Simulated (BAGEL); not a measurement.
# C2BeN2 (Be(CN)2): HF/6-311+G(d,p) (density fitting with qzvpp-jkfit)

What is the electronic atomisation energy of C2BeN2 (Be(CN)2) at HF/6-311+G** (density fitting with qzvpp-jkfit)? 

The calculation is run with BAGEL 1.2.2.

24 further runs of the same task are left out: 10 that didn't finish, 14 set aside as unsound or not needed.

## 1. The molecule

C2BeN2 has 5 atoms, charge 0, and is taken as a singlet. As SMILES, `N#[C][Be][C]#N`. The shape comes from GFN2-xTB, which is rough for such elements, and wasn't checked as a minimum.

Bond lengths: Be1–C2 1.678 Å, C2–N3 1.150 Å, Be1–C4 1.677 Å, C4–N5 1.150 Å. Angles: Be1–C2–N3 179.5°, C2–Be1–C4 178.8°, Be1–C4–N5 179.6°.

## 2. A single-point energy at HF/6-311+G(d,p) (density fitting with qzvpp-jkfit)

The input, calc.json:

```json
{ "bagel": [

{
  "title": "molecule",
  "basis": "6-311+gss.json",
  "df_basis": "qzvpp-jkfit",
  "angstrom": true,
  "geometry": [
    { "atom": "Be", "xyz": [       0.015020,       0.015380,      -0.000290 ] },
    { "atom": "C", "xyz": [       0.011410,       0.012400,       1.677580 ] },
    { "atom": "N", "xyz": [      -0.001630,       0.009090,       2.827150 ] },
    { "atom": "C", "xyz": [      -0.003210,      -0.007740,      -1.677530 ] },
    { "atom": "N", "xyz": [      -0.021590,      -0.029130,      -2.826920 ] }
  ]
},

{ "title": "hf" },

{ "title": "print", "file": "orbitals.molden", "orbitals": true }

]}
```

The basis set 6-311+G** is read from a file made from the Basis Set Exchange's data (not shown).

Run with:

```sh
$ BAGEL_NUM_THREADS=1 BAGEL calc.json > calc.out
```

What it wrote:

```text
* using 1 threads per process

  ===============================================================
  ===============================================================

  *** Geometry ***

  { "atom" : "Be", "xyz" : [      0.028384,      0.029064,     -0.000548 ] },
  { "atom" : "C", "xyz" : [      0.021562,      0.023433,      3.170167 ] },
  { "atom" : "N", "xyz" : [     -0.003080,      0.017178,      5.342539 ] },
  { "atom" : "C", "xyz" : [     -0.006066,     -0.014626,     -3.170072 ] },
  { "atom" : "N", "xyz" : [     -0.040799,     -0.055048,     -5.342105 ] },

  Number of auxiliary basis functions:      355

  Since a DF basis is specified, we compute 2- and 3-index integrals:
    o Being stored without compression. Storage requirement is 0.034 GB

  Number of basis functions:      110
  Number of electrons      :       30

    * METHOD: MOLECULE                             0.11

  *** RHF ***

  === Nuclear Repulsion ===
    84.4159017452

      * DIIS with orbital gradients will be used.

  === RHF iteration (6-311+gss.json) ===
      0       -198.83742605          0.03781918           0.04
      1       -198.92248974          0.03721830           0.03
      2       -199.34085542          0.00285895           0.03
      3       -199.34493635          0.00082090           0.03
      4       -199.34538515          0.00015406           0.03
      5       -199.34540688          0.00004371           0.05
      6       -199.34540848          0.00000879           0.04
      7       -199.34540854          0.00000331           0.04
      8       -199.34540854          0.00000101           0.04
      9       -199.34540854          0.00000036           0.04
     10       -199.34540854          0.00000013           0.03
     11       -199.34540854          0.00000003           0.03
     12       -199.34540854          0.00000001           0.04
    * SCF iteration converged.

    * Permanent dipole moment:
           (   -0.037026,    -0.038145,     0.001064) a.u.

    * METHOD: HF                                   0.57

    * METHOD: PRINT                                0.01

  ===============================================================
```

Wall time 1 s (1 thread of Intel Xeon 6975P-C (Granite Rapids), shared host); peak memory 0.1 GiB.

## 3. The Be atom

The input, job.json:

```json
{ "bagel" : [

{
  "title" : "molecule",
  "basis" : "6-311+gss.json",
  "df_basis" : "qzvpp-jkfit",
  "angstrom" : true,
  "geometry" : [
    { "atom" : "Be", "xyz" : [    0.000000,    0.000000,    0.000000 ] }
  ]
},
{
  "title" : "hf"
},
{
  "title" : "print",
  "file" : "orbitals.molden",
  "orbitals" : true
}

]}
```

The basis set 6-311+G** is read from a file made from the Basis Set Exchange's data (not shown).

Run the same way, it converges to -14.57195 Eh (log not shown).

## 4. The C atom, same level

The input, calc.json:

```json
{ "bagel": [

{
  "title": "molecule",
  "basis": "6-311+gss.json",
  "df_basis": "qzvpp-jkfit",
  "angstrom": "true",
  "geometry": [
    { "atom": "C", "xyz": [       0.000000,       0.000000,       0.000000 ] }
  ]
},

{
  "title": "uhf",
  "nopen": 2
},

{
  "title": "print",
  "file": "orbitals.molden",
  "orbitals": "true"
}

]}
```

The basis set 6-311+G** is read from a file made from the Basis Set Exchange's data (not shown).

Run with:

```sh
$ BAGEL_NUM_THREADS=1 BAGEL calc.json > calc.out
```

What it wrote:

```text
* using 1 threads per process

  ===============================================================
  ===============================================================

  *** Geometry ***

  { "atom" : "C", "xyz" : [      0.000000,      0.000000,      0.000000 ] },

  Number of auxiliary basis functions:       75

  Since a DF basis is specified, we compute 2- and 3-index integrals:
    o Being stored without compression. Storage requirement is 0.000 GB

  Number of basis functions:       22
  Number of electrons      :        6

    * METHOD: MOLECULE                             0.01

  *** Open-shell HF ***

  === Nuclear Repulsion ===
     0.0000000000

      * DIIS with orbital gradients will be used.

  === UHF iteration (6-311+gss.json) ===
      0        -37.66472619          0.01929133           0.00
      1        -37.68516741          0.00749653           0.00
      2        -37.68864061          0.00341654           0.00
      3        -37.68955406          0.00020782           0.00
      4        -37.68956839          0.00004564           0.00
      5        -37.68956968          0.00001231           0.00
      6        -37.68956975          0.00000093           0.00
      7        -37.68956975          0.00000025           0.00
      8        -37.68956975          0.00000001           0.00
      9        -37.68956975          0.00000000           0.00
    * SCF iteration converged.

    * S^2 (UHF) is 2.0078

    * Permanent dipole moment:
           (    0.000000,     0.000000,    -0.000000) a.u.

    * METHOD: UHF                                  0.01

    * METHOD: PRINT                                0.00

  ===============================================================
```

Wall time 0.36 s (1 thread of Intel Xeon 6975P-C (Granite Rapids), shared host); peak memory 0.08 GiB.

## 5. The N atom

The input, job.json:

```json
{ "bagel": [

{
  "title": "molecule",
  "basis": "6-311+gss.json",
  "df_basis": "qzvpp-jkfit",
  "angstrom": "true",
  "geometry": [
    { "atom": "N", "xyz": [       0.000000,       0.000000,       0.000000 ] }
  ]
},

{
  "title": "uhf",
  "nopen": 3
},

{
  "title": "print",
  "file": "orbitals.molden",
  "orbitals": "true"
}

]}
```

The basis set 6-311+G** is read from a file made from the Basis Set Exchange's data (not shown).

Run the same way, it converges to -54.39889 Eh (log not shown).

## 6. What came out

At HF/6-311+G** (density fitting with qzvpp-jkfit):

| quantity | value |
| --- | --- |
| molecule: total energy | -199.34541 Eh |
| molecule: dipole moment | 0.14 D |
| molecule: HOMO energy | -13.58 eV |
| molecule: LUMO energy | 0.08 eV |
| molecule: HOMO–LUMO gap | 13.66 eV |
| Be atom: total energy | -14.57195 Eh |
| Be atom: dipole moment | 0.00 D |
| Be atom: HOMO energy | -8.42 eV |
| Be atom: LUMO energy | 0.80 eV |
| Be atom: HOMO–LUMO gap | 9.22 eV |
| C atom: total energy | -37.68957 Eh |
| C atom: dipole moment | 0.00 D |
| C atom: ⟨S²⟩ | 2.008 |
| N atom: total energy | -54.39889 Eh |
| N atom: dipole moment | 0.00 D |
| N atom: ⟨S²⟩ | 3.758 |
| electronic atomisation energy | 16.233 eV |

**Reading.** Taking the molecule apart into free atoms costs 16.23 eV (374 kcal/mol), before zero-point energy and without spin-orbit coupling. Hartree–Fock lacks the correlation of the bonding pairs, which as a rule makes this value much too low; in minimal bases other errors can mask that.
